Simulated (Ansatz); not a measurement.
# GaPNH (singlet): density functionals in cc-pVTZ

What do functionals of several rungs give for GaPNH (singlet)?

The runs use Ansatz 0.2.0, Gaussian basis; cc-pVTZ, all electrons in the functionals, frozen cores in the correlation of double hybrids and RPA.

To be run: PBE, r2SCAN, PBE0, B3LYP, wB97X-V, wB97M-V, B2PLYP, RKS PBE0, RPA-PBE.

## 1. The geometry

The geometry is a PBE0/def2-TZVP stationary point (not a proven minimum). No spin-orbit coupling is included. The filled d shell of Ga may be among the frozen orbitals whatever the setting's name suggests.

4 atoms, charge 0, spin multiplicity 1.

Atoms are counted from 1 here; the program's logs count them from 0.

Bond lengths: N1–Ga2 1.742 Å, N1–H4 1.022 Å, Ga2–P3 2.164 Å. Angles: Ga2–N1–H4 114.1°, N1–Ga2–P3 171.3°.

No dispersion term is added; wB97X-V, wB97M-V hold VV10 nonlocal correlation. B3LYP takes the VWN-RPA correlation.

## 2. PBE (unrestricted)

Contents of in.yaml:

```yaml
crystal:
  periodic: [false, false, false]
  atoms:
    - {symbol: N, position_ang: [-0.000001, -0.314819, 1.272006]}
    - {symbol: Ga, position_ang: [-0.000063, -0.094150, -0.455975]}
    - {symbol: P, position_ang: [-0.000017, -0.148689, -2.619423]}
    - {symbol: H, position_ang: [0.000080, 0.557658, 1.803392]}
basis:
  gaussian: {orbitals: cc-pVTZ}
magnetization: {spin_polarized: true, initial_magnetization: 0}
hamiltonian: {xc: {name: PBE}}
output: {orbitals: {seedname: orbitals}}
```

Run with:

```bash
ansatz run in.yaml --threads 1 --pin off --events-out ev --progress --plain --max-ram 3968MiB --backend cpu
```

The program printed:

```text
Functional definition: PBE
  name "PBE"
  cite "Perdew, Burke & Ernzerhof, Phys. Rev. Lett. 77, 3865 (1996) doi:10.1103/PhysRevLett.77.3865"
  parent pbe
  parameter kappa = 0.804
  parameter beta = 0.06672455060314922
  exchange = pbe_x(kappa = kappa, mu = beta*pi^2/3)
  correlation = pbe_c(beta = beta)
863 factors; their error is unknown
mean field evaluation 1: about -63139.0848 eV, gradient 6.5e1 eV
mean field evaluation 2: about -62960.8141 eV, gradient 1.3e2 eV
mean field evaluation 4: about -63132.2764 eV, gradient 5.2e1 eV
mean field evaluation 8: about -63157.8683 eV, gradient 6.0e-1 eV
mean field evaluation 16: about -63157.9564 eV, gradient 9.0e-1 eV
mean field evaluation 32: about -63158.3650 eV, gradient 1.4e-2 eV
mean field evaluation 64: about -63158.0160 eV, gradient 5.6e0 eV
mean field evaluation 96: about -63157.8943 eV, gradient 5.0e-1 eV
mean field -63158.36507056 eV, -2321.0271060658 hartree, gradient 2.7e-6 eV, S^2 1.016622; 9 other end points of the search recorded, 0 dependent functions left out
reference -63158.36510411 eV, -2321.0271072986 hartree; 27, 27 occupied and 94, 94 virtual orbitals, 863 factors
Total energy: -63158.36510411 eV, -2321.0271072986 hartree
```

Run time: 21 s. Hardware: 1 thread of AMD EPYC 7R13, shared host; peak memory 0.29 GiB.

From the report: ⟨S²⟩ of the determinant 1.017 (pure singlet: 0.00). The determinant of PBE (⟨S²⟩ 1.02) is far from a pure spin state, so its energy mixes those of several spin states; that is harmless only where they are near-degenerate.

## 3. r2SCAN (unrestricted)

Changes to in.yaml since step 2:

```diff
@@ -10,3 +10,3 @@
 magnetization: {spin_polarized: true, initial_magnetization: 0}
-hamiltonian: {xc: {name: PBE}}
-output: {orbitals: {seedname: orbitals}}
+hamiltonian: {xc: {name: r2SCAN}}
+output: {forces: true}
```

The command is unchanged.

The program printed, cut to the lines that bear on the results:

```text
Functional definition: r2SCAN
  name "r2SCAN"
  cite "Furness, Kaplan, Ning, Perdew & Sun, J. Phys. Chem. Lett. 11, 8208 (2020) doi:10.1021/acs.jpclett.0c02405"
  cite "Furness, Kaplan, Ning, Perdew & Sun, J. Phys. Chem. Lett. 11, 9248 (2020) doi:10.1021/acs.jpclett.0c03077"
  parent r2scan
[...]
863 factors; their error is unknown
[...]
mean field -63170.42714054 eV, -2321.4703789615 hartree, gradient 5.9e-7 eV, S^2 1.046541; 10 other end points of the search recorded, 0 dependent functions left out
[...]
reference -63170.42715424 eV, -2321.4703794649 hartree; 27, 27 occupied and 94, 94 virtual orbitals, 863 factors
Total energy: -63170.42715424 eV, -2321.4703794649 hartree
Atom 0 at    -0.000001    -0.314819     1.272006 Å, force    -0.000014     0.009172     0.303703 eV/Å
Atom 1 at    -0.000063    -0.094150    -0.455975 Å, force     0.000065     0.045468    -0.080053 eV/Å
Atom 2 at    -0.000017    -0.148689    -2.619423 Å, force    -0.000036    -0.028432    -0.326951 eV/Å
Atom 3 at     0.000080     0.557658     1.803392 Å, force    -0.000015    -0.026208     0.103302 eV/Å
Dipole moment:    -0.000005     0.263378    -0.056041 e Å
```

Wall time 59 s (1 thread of AMD EPYC 7R13, shared host); peak memory 0.35 GiB.

From the report: ⟨S²⟩ of the determinant 1.047 (pure singlet: 0.00). The determinant of r2SCAN (⟨S²⟩ 1.05) is far from a pure spin state, so its energy mixes those of several spin states; that is harmless only where they are near-degenerate.

## 4. PBE0 (unrestricted)

Changes to in.yaml since step 3:

```diff
@@ -10,3 +10,3 @@
 magnetization: {spin_polarized: true, initial_magnetization: 0}
-hamiltonian: {xc: {name: r2SCAN}}
-output: {forces: true}
+hamiltonian: {xc: {name: PBE0}}
+output: {forces: true, orbitals: {seedname: orbitals}}
```

Launched as before.

The program printed, cut to the lines that bear on the results:

```text
Functional definition: PBE0
  name "PBE0"
  cite "Adamo & Barone, J. Chem. Phys. 110, 6158 (1999) doi:10.1063/1.478522"
  cite "Perdew, Burke & Ernzerhof, Phys. Rev. Lett. 77, 3865 (1996) doi:10.1103/PhysRevLett.77.3865"
  parent pbe
[...]
922 factors; their error is unknown
[...]
mean field -63159.89357568 eV, -2321.0832775926 hartree, gradient 7.6e-6 eV, S^2 1.055762; 10 other end points of the search recorded, 0 dependent functions left out
[...]
reference -63159.89360142 eV, -2321.0832785388 hartree; 27, 27 occupied and 94, 94 virtual orbitals, 922 factors
Total energy: -63159.89360142 eV, -2321.0832785388 hartree
Atom 0 at    -0.000001    -0.314819     1.272006 Å, force    -0.000007     0.061256     0.479476 eV/Å
Atom 1 at    -0.000063    -0.094150    -0.455975 Å, force     0.000060     0.023913    -0.240585 eV/Å
Atom 2 at    -0.000017    -0.148689    -2.619423 Å, force    -0.000036    -0.009948    -0.309953 eV/Å
Atom 3 at     0.000080     0.557658     1.803392 Å, force    -0.000018    -0.075221     0.071062 eV/Å
Dipole moment:    -0.000005     0.281185    -0.027002 e Å
```

Wall time 33 s (1 thread of AMD EPYC 7R13, shared host); peak memory 0.45 GiB.

From the report: ⟨S²⟩ of the determinant 1.056 (pure singlet: 0.00). The determinant of PBE0 (⟨S²⟩ 1.06) is far from a pure spin state, so its energy mixes those of several spin states; that is harmless only where they are near-degenerate.

## 5. B3LYP (unrestricted)

Changes to in.yaml since step 4:

```diff
@@ -10,3 +10,2 @@
 magnetization: {spin_polarized: true, initial_magnetization: 0}
-hamiltonian: {xc: {name: PBE0}}
-output: {forces: true, orbitals: {seedname: orbitals}}
+hamiltonian: {xc: {name: B3LYP}}
```

The command is unchanged.

The program printed, cut to the lines that bear on the results:

```text
Functional definition: B3LYP
  name "B3LYP"
  cite "Stephens, Devlin, Chabalowski & Frisch, J. Phys. Chem. 98, 11623 (1994) doi:10.1021/j100096a001"
  cite "Becke, Phys. Rev. A 38, 3098 (1988) doi:10.1103/PhysRevA.38.3098"
  cite "Lee, Yang & Parr, Phys. Rev. B 37, 785 (1988) doi:10.1103/PhysRevB.37.785"
  cite "Vosko, Wilk & Nusair, Can. J. Phys. 58, 1200 (1980) doi:10.1139/p80-159"
[...]
895 factors; their error is unknown
[...]
mean field -63173.93820484 eV, -2321.5994081945 hartree, gradient 9.3e-6 eV, S^2 1.039533; 10 other end points of the search recorded, 0 dependent functions left out
reference -63173.93841411 eV, -2321.5994158850 hartree; 27, 27 occupied and 94, 94 virtual orbitals, 895 factors
Total energy: -63173.93841411 eV, -2321.5994158850 hartree
```

Wall time 30 s (1 thread of AMD EPYC 7R13, shared host); peak memory 0.45 GiB.

From the report: ⟨S²⟩ of the determinant 1.040 (pure singlet: 0.00). The determinant of B3LYP (⟨S²⟩ 1.04) is far from a pure spin state, so its energy mixes those of several spin states; that is harmless only where they are near-degenerate.

## 6. wB97X-V (unrestricted)

Changes to in.yaml since step 5:

```diff
@@ -10,2 +10,2 @@
 magnetization: {spin_polarized: true, initial_magnetization: 0}
-hamiltonian: {xc: {name: B3LYP}}
+hamiltonian: {xc: {name: wB97X-V}}
```

Launched as before.

The program printed, cut to the lines that bear on the results:

```text
Functional definition: wB97X-V
  name "wB97X-V"
  cite "Mardirossian & Head-Gordon, Phys. Chem. Chem. Phys. 16, 9904 (2014) doi:10.1039/C3CP54374A"
  cite "Becke, J. Chem. Phys. 107, 8554 (1997) doi:10.1063/1.475007"
  cite "Vydrov & Van Voorhis, J. Chem. Phys. 133, 244103 (2010) doi:10.1063/1.3521275"
[...]
      + integral(e_c_pw_opposite_spin*poly(b97_u_opposite, cos0, cos1)) + vv10(b, c)
895 factors; their error is unknown
172 factors; integrals over basis functions are off by at most 4.9e-5 eV
[...]
mean field -63164.68724480 eV, -2321.2594416838 hartree, gradient 1.8e-6 eV, S^2 1.082806; 11 other end points of the search recorded, 0 dependent functions left out
reference -63164.68724389 eV, -2321.2594416502 hartree; 27, 27 occupied and 94, 94 virtual orbitals, 895 factors
Total energy: -63164.68724389 eV, -2321.2594416502 hartree
```

Wall time 1.7 min (1 thread of AMD EPYC 7R13, shared host); peak memory 0.57 GiB.

From the report: ⟨S²⟩ of the determinant 1.083 (pure singlet: 0.00). The determinant of wB97X-V (⟨S²⟩ 1.08) is far from a pure spin state, so its energy mixes those of several spin states; that is harmless only where they are near-degenerate.

## 7. wB97M-V (unrestricted)

Changes to in.yaml since step 6:

```diff
@@ -10,2 +10,3 @@
 magnetization: {spin_polarized: true, initial_magnetization: 0}
-hamiltonian: {xc: {name: wB97X-V}}
+hamiltonian: {xc: {name: wB97M-V}}
+output: {forces: true, orbitals: {seedname: orbitals}}
```

Same command.

The program printed, cut to the lines that bear on the results:

```text
Functional definition: wB97M-V
  name "wB97M-V"
  cite "Mardirossian & Head-Gordon, J. Chem. Phys. 144, 214110 (2016) doi:10.1063/1.4952647"
  cite "Becke, J. Chem. Phys. 107, 8554 (1997) doi:10.1063/1.475007"
  cite "Vydrov & Van Voorhis, J. Chem. Phys. 133, 244103 (2010) doi:10.1063/1.3521275"
  # Of w^i u^j: cxij and so on, Table III.
[...]
  gx(w, u) = 1 - cx + cx01*u + cx10*w
  gss(w, u) = css00 + css04*u^4 + css10*w + css20*w^2 + css43*w^4*u^3
  gos(w, u) = cos00 + cos10*w + (cos20 + cos21*u)*w^2 + (cos60 + cos61*u)*w^6
[...]
      + integral(e_c_pw_mod_opposite_spin*gos(b97_w_opposite, b97_u_opposite)) + vv10(b, c)
880 factors; their error is unknown
172 factors; integrals over basis functions are off by at most 4.9e-5 eV
[...]
mean field -63167.81518580 eV, -2321.3743913953 hartree, gradient 1.9e-7 eV, S^2 1.061165; 11 other end points of the search recorded, 0 dependent functions left out
[...]
reference -63167.81522551 eV, -2321.3743928546 hartree; 27, 27 occupied and 94, 94 virtual orbitals, 880 factors
Total energy: -63167.81522551 eV, -2321.3743928546 hartree
Atom 0 at    -0.000001    -0.314819     1.272006 Å, force     0.000000     0.094299     0.643527 eV/Å
Atom 1 at    -0.000063    -0.094150    -0.455975 Å, force     0.000057    -0.013411    -0.861942 eV/Å
Atom 2 at    -0.000017    -0.148689    -2.619423 Å, force    -0.000042     0.016881     0.134251 eV/Å
Atom 3 at     0.000080     0.557658     1.803392 Å, force    -0.000015    -0.097768     0.084164 eV/Å
Dipole moment:    -0.000002     0.292343     0.036085 e Å
```

It took 2.1 min on 1 thread of AMD EPYC 7R13, shared host; peak memory 0.6 GiB.

From the report: ⟨S²⟩ of the determinant 1.061 (pure singlet: 0.00). The determinant of wB97M-V (⟨S²⟩ 1.06) is far from a pure spin state, so its energy mixes those of several spin states; that is harmless only where they are near-degenerate.

## 8. B2PLYP (unrestricted)

Changes to in.yaml since step 7:

```diff
@@ -10,3 +10,3 @@
 magnetization: {spin_polarized: true, initial_magnetization: 0}
-hamiltonian: {xc: {name: wB97M-V}}
-output: {forces: true, orbitals: {seedname: orbitals}}
+hamiltonian: {xc: {name: B2PLYP}}
+correlation: {electrons: outside_noble_gas}
```

The command is unchanged.

The program printed, cut to the lines that bear on the results:

```text
Functional definition: B2PLYP
  name "B2PLYP"
  cite "Grimme, J. Chem. Phys. 124, 034108 (2006) doi:10.1063/1.2148954"
  cite "Becke, Phys. Rev. A 38, 3098 (1988) doi:10.1103/PhysRevA.38.3098"
  cite "Lee, Yang & Parr, Phys. Rev. B 37, 785 (1988) doi:10.1103/PhysRevB.37.785"
[...]
743 factors; integrals over basis functions are off by at most 1.2e-3 eV
[...]
mean field -63152.78361702 eV, -2320.8219914313 hartree, gradient 2.8e-6 eV, S^2 1.100277; 13 other end points of the search recorded, 0 dependent functions left out
20 core orbitals not correlated: weight in the atoms' cores, before any rotation towards them, 0.764 or more for the frozen orbitals, at most 0.226 for the correlated occupied ones
reference -63152.78374976 eV, -2320.8219963094 hartree; 7, 7 occupied and 94, 94 virtual orbitals, 743 factors
second order -12.53283453 eV of doubles, -0.00000000 eV of singles
Total energy: -63156.16761508 eV, -2320.9463510664 hartree
```

Wall time 50 s (1 thread of AMD EPYC 7R13, shared host); peak memory 0.44 GiB.

From the report: ⟨S²⟩ of the determinant 1.100 (pure singlet: 0.00). The determinant of B2PLYP (⟨S²⟩ 1.10) is far from a pure spin state, so its energy mixes those of several spin states; that is harmless only where they are near-degenerate.

## 9. PBE0 (restricted)

Changes to in.yaml since step 8:

```diff
@@ -9,4 +9,2 @@
   gaussian: {orbitals: cc-pVTZ}
-magnetization: {spin_polarized: true, initial_magnetization: 0}
-hamiltonian: {xc: {name: B2PLYP}}
-correlation: {electrons: outside_noble_gas}
+hamiltonian: {xc: {name: PBE0}}
```

The command is unchanged.

The program printed:

```text
Functional definition: PBE0
  name "PBE0"
  cite "Adamo & Barone, J. Chem. Phys. 110, 6158 (1999) doi:10.1063/1.478522"
  cite "Perdew, Burke & Ernzerhof, Phys. Rev. Lett. 77, 3865 (1996) doi:10.1103/PhysRevLett.77.3865"
  parent pbe
  parameter a = 0.25
  parameter kappa = 0.804
  parameter beta = 0.06672455060314922
  exchange = (1 - a)*pbe_x(kappa = kappa, mu = beta*pi^2/3) + a*exact_x
  correlation = pbe_c(beta = beta)
922 factors; their error is unknown
mean field evaluation 1: about -63145.1940 eV, gradient 7.6e1 eV
mean field evaluation 2: about -63012.9212 eV, gradient 1.7e2 eV
mean field evaluation 4: about -63133.9480 eV, gradient 7.5e1 eV
mean field evaluation 8: about -63158.8315 eV, gradient 4.1e-1 eV
mean field evaluation 16: about -63159.1113 eV, gradient 7.5e-4 eV
mean field -63159.11125133 eV, -2321.0545277031 hartree, gradient 2.7e-5 eV, S^2 0.000000; 2 other end points of the search recorded, 0 dependent functions left out
reference -63159.11127596 eV, -2321.0545286082 hartree; 27, 27 occupied and 94, 94 virtual orbitals, 922 factors
Total energy: -63159.11127596 eV, -2321.0545286082 hartree
```

It took 4.1 s on 1 thread of AMD EPYC 7R13, shared host; peak memory 0.26 GiB.

## 10. RPA-PBE

Changes to in.yaml since step 9:

```diff
@@ -9,2 +9,4 @@
   gaussian: {orbitals: cc-pVTZ}
-hamiltonian: {xc: {name: PBE0}}
+magnetization: {spin_polarized: true, initial_magnetization: 0}
+hamiltonian: {xc: {name: PBE}}
+correlation: {method: rpa, electrons: outside_noble_gas}
```

The command is unchanged.

The program printed, cut to the lines that bear on the results:

```text
Functional definition: PBE
  name "PBE"
  cite "Perdew, Burke & Ernzerhof, Phys. Rev. Lett. 77, 3865 (1996) doi:10.1103/PhysRevLett.77.3865"
  parent pbe
[...]
743 factors; integrals over basis functions are off by at most 1.2e-3 eV
[...]
mean field -63158.36505924 eV, -2321.0271056496 hartree, gradient 1.9e-6 eV, S^2 1.016622; 9 other end points of the search recorded, 0 dependent functions left out
20 core orbitals not correlated: weight in the atoms' cores, before any rotation towards them, 0.718 or more for the frozen orbitals, at most 0.262 for the correlated occupied ones
reference -63101.36783543 eV, -2318.9324963086 hartree; 7, 7 occupied and 94, 94 virtual orbitals, 743 factors
Total energy: -63119.78183999 eV, -2319.6091984949 hartree
```

It took 29 s on 1 thread of AMD EPYC 7R13, shared host; peak memory 0.28 GiB.

From the report: ⟨S²⟩ of the determinant 1.017 (pure singlet: 0.00). The determinant of RPA-PBE (⟨S²⟩ 1.02) is far from a pure spin state, so its energy mixes those of several spin states; that is harmless only where they are near-degenerate.

## 11. Side by side

| functional | energy (eV) | ⟨S²⟩ | time |
| --- | --- | --- | --- |
| PBE | -63158.3651 | 1.017 | 21 s |
| r2SCAN | -63170.4272 | 1.047 | 59 s |
| PBE0 | -63159.8936 | 1.056 | 33 s |
| B3LYP | -63173.9384 | 1.040 | 30 s |
| wB97X-V | -63164.6872 | 1.083 | 1.7 min |
| wB97M-V | -63167.8152 | 1.061 | 2.1 min |
| B2PLYP | -63156.1676 | 1.100 | 50 s |
| RKS PBE0 | -63159.1113 | 0.000 | 4.1 s |
| RPA-PBE | -63119.7818 | 1.017 | 29 s |

Orbital levels of the runs that wrote orbitals: PBE HOMO -5.84, LUMO -5.11 eV; PBE0 HOMO -6.49, LUMO -4.14 eV; wB97M-V HOMO -8.19, LUMO -2.54 eV.

## 12. Outcome

```
                quantity                            value
spread of total energies                          54.2 eV
       quickest, slowest  RKS PBE0 4.1 s, wB97M-V 2.1 min
```

What this shows: Total energies of different functionals can't be ranked; only differences within one functional count.
